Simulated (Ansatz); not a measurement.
# BClH2: the cost of one run

Computed with Ansatz 0.2.0, Gaussian basis. Level: PBE0-D4/def2-TZVP structures, single points in def2-TZVPP, no counterpoise correction.

Levels: SPW92, PBE-D4, BLYP-D4, r2SCAN-D4, B97M-V, PBE0-D4, B3LYP-D4, r2SCAN0-D4, BHLYP-D4, CAM-B3LYP-D4, wB97X-V, wB97M-V, B2PLYP, PBE-QIDH, RPA on PBE, Hartree-Fock, MP2, CCSD, CCSD(T).

Correlated methods freeze the cores. B3LYP uses VWN-RPA correlation. B2PLYP carries no dispersion term here.

94 further runs of the same task are left out: 94 set aside as unsound or not needed.

## 1. Starting geometry

The complex: 10 atoms, charge 0, spin multiplicity 1.

Atoms are counted from 1 here; the program's logs count them from 0.

Bond lengths: B1–O2 1.615 Å, B1–H4 1.199 Å, B1–H5 1.199 Å, B1–Cl7 1.850 Å, O2–C3 1.443 Å, O2–H6 0.967 Å, C3–H8 1.089 Å, C3–H9 1.086 Å, C3–H10 1.090 Å. Angles: O2–B1–H4 103.9°, O2–B1–H5 103.4°, O2–B1–Cl7 105.0°, H4–B1–H5 118.1°, H4–B1–Cl7 112.7°, H5–B1–Cl7 111.9°, B1–O2–C3 116.3°, B1–O2–H6 106.8°, C3–O2–H6 109.6°, O2–C3–H8 108.4°, O2–C3–H9 105.8°, O2–C3–H10 109.8°, H8–C3–H9 110.6°, H8–C3–H10 111.7°, H9–C3–H10 110.3°.

Coordinates:

```xyz
10
CH6BClO
B    -0.70450    0.89013   -0.69902
O    -0.31082    0.10484    0.65575
C     0.51382   -1.06817    0.49801
H    -1.12543    0.02914   -1.42012
H    -1.46803    1.73286   -0.31958
H     0.13698    0.74165    1.22860
Cl    0.88183    1.62125   -1.30865
H     0.71319   -1.48243    1.48501
H    -0.07106   -1.76381   -0.09710
H     1.43412   -0.80547   -0.02278
```

Its parts: BH2Cl holds atoms 1, 4, 5, 7; CH4O holds atoms 2, 3, 6, 8, 9, 10. Each part counts its atoms afresh in its own runs.

## 2. Relaxing BH2Cl alone

The input, relax-a/in.yaml:

```yaml
crystal:
  periodic: [false, false, false]
  atoms:
    - {symbol: B, position_ang: [-0.704500, 0.890130, -0.699024]}
    - {symbol: H, position_ang: [-1.125428, 0.029138, -1.420119]}
    - {symbol: H, position_ang: [-1.468034, 1.732862, -0.319583]}
    - {symbol: Cl, position_ang: [0.881833, 1.621255, -1.308648]}
basis:
  gaussian: {orbitals: def2-TZVP}
hamiltonian: {xc: pbe0, dispersion: d4}
relax: {f_tol: 0.005, max_steps: 200}
```

Started as:

```console
ansatz run in.yaml --threads 4 --pin off --events-out ev --progress --plain --max-ram 9574MiB
```

Q: Estimate wall time and peak memory on 4 threads of Intel Xeon at 2.50GHz, shared host.

About 7 s, with a peak of 0.48 GiB.
